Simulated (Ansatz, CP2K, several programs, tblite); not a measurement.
Energy against volume for CuF, CsCl type, at fixed shape and fractional coordinates, computed by several methods (PBE and r2SCAN, where shown, with plane waves in Ansatz); the cell shown is that of r2SCAN. It is cubic, Pm-3m (No. 221); conventional cell a = 2.738 Å, 10.27 Å³ an atom. Cu has 8 F at 2.37 Å; F has 8 Cu at 2.37 Å. These are computed values for a spin-unpolarised cell that may be hypothetical; none is a measurement. Energies count from each curve's lowest point; fits are third-order Birch-Murnaghan.

Space group Pm-3m (No. 221). a = 2.738 Å, b = 2.738 Å, c = 2.738 Å, α = 90.00°, β = 90.00°, γ = 90.00°
```json
{"atom": "Cu", "site": "1a", "symmetry": "m-3m", "x": "0.0000", "y": "0.0000", "z": "0.0000"}
{"atom": "F", "site": "1b", "symmetry": "m-3m", "x": "0.5000", "y": "0.5000", "z": "0.5000"}
```

Q: r2SCAN, on the shape of its own relaxed cell, gives
```
V (Å³/atom)  E (meV/atom)
      9.652         14.78
      9.960          3.48
     10.268          0.00
     10.576          3.13
     10.884         11.78
```
What equilibrium volume and bulk modulus follow?

A: V₀ = 10.27 Å³ an atom and B₀ = 114 GPa.

PBE/DZVP (CP2K), on the shape of the cell shown:
```
V (Å³/atom)  E (meV/atom)
      9.036        150.41
      9.652         63.34
     10.268         16.77
     10.884          0.00
     11.500          5.07
```
V₀ = 11.02 Å³ an atom and B₀ = 95 GPa.

Q: GFN2-xTB (tblite), on the shape of the cell shown, as a cluster of 128 atoms at the zone centre, gives
```csv
V (Å³/atom),E (meV/atom)
9.036,44.90
9.652,6.28
10.268,0.00
10.884,18.00
11.500,53.77
```
What equilibrium volume and bulk modulus follow?

A: V₀ = 10.09 Å³ an atom and B₀ = 111 GPa.

PBE, on the shape of its own relaxed cell:
```csv
V (Å³/atom),E (meV/atom)
10.248,13.27
10.575,3.18
10.902,0.00
11.229,2.59
11.556,10.18
```
V₀ = 10.91 Å³ an atom and B₀ = 95 GPa.

Q: PBE/SZV (CP2K), on the shape of the cell shown, gives
```
V (Å³/atom)  E (meV/atom)
      9.036        240.56
      9.652        119.81
     10.268         47.46
     10.884         10.63
     11.500          0.00
```
What equilibrium volume and bulk modulus follow?

A: V₀ = 11.50 Å³ an atom and B₀ = 94 GPa. The lowest point lies at an end of the range, so the fit is barely bracketed.
